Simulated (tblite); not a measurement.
# C7H11NSi2: the cost of one run

Programs: tblite 0.8.0 and PySCF 2.14.0, with density-fitted response routines of our own. Each step states its level of theory. These are calculated values for one molecule in the gas phase, unless marked as measured. Atoms are numbered from 0 throughout.

## (1) The molecule as given

21 atoms, charge 0, multiplicity 1; geometry from: force field or distance geometry start.

Bonds of the start (Å): C0–C1 1.20, C1–Si2 1.89, Si2–C3 1.86, C3–Si4 1.85, Si2–N5 1.76, N5–C6 1.37, C6–C7 1.38, C7–C8 1.42, C8–C9 1.39, C9–N5 1.36, C0–H10 1.06, Si2–H11 1.50, C3–H12 1.11, C3–H13 1.09, Si4–H14 1.48, Si4–H15 1.48, Si4–H16 1.49, C6–H17 1.08, C7–H18 1.08, C8–H19 1.08, C9–H20 1.08.

## (2) Optimising the geometry with GFN2-xTB

The job: settings as JSON, then the geometry in Å.

```
{"job": {"kind": "relax", "xc": "GFN2-xTB", "basis": "xTB"}, "charge": 0, "multiplicity": 1}
C      0.668300     3.602900    -1.221600
C      0.181900     2.534400    -0.983400
Si    -0.548000     0.833600    -0.579600
C     -1.532700     0.947400     0.989000
Si    -2.481500    -0.633100     1.157700
N      0.724100    -0.378500    -0.488900
C      1.765700    -0.349700     0.403300
C      2.538300    -1.472600     0.183900
C      1.937600    -2.195900    -0.885400
C      0.811000    -1.487500    -1.278500
H      1.078900     4.557300    -1.445200
H     -1.470500     0.494100    -1.711000
H     -0.873100     1.089600     1.865100
H     -2.210300     1.794500     0.961800
H     -3.318900    -0.574600     2.377800
H     -1.583800    -1.803100     1.279300
H     -3.390700    -0.823100    -0.001800
H      1.891100     0.440800     1.127900
H      3.428300    -1.747300     0.727000
H      2.284700    -3.120100    -1.314700
H      0.090800    -1.692000    -2.059500
```

Command:

```sh
$ OMP_NUM_THREADS=1 python probes_run.py task.json out
```

One launch serves the whole session: the jobs run in the order shown.

**Question.** How long does this first job take on 1 thread of Arm Neoverse V1, shared host, and how much memory does it need?

About 1.4 s, with a peak of 0.18 GiB.
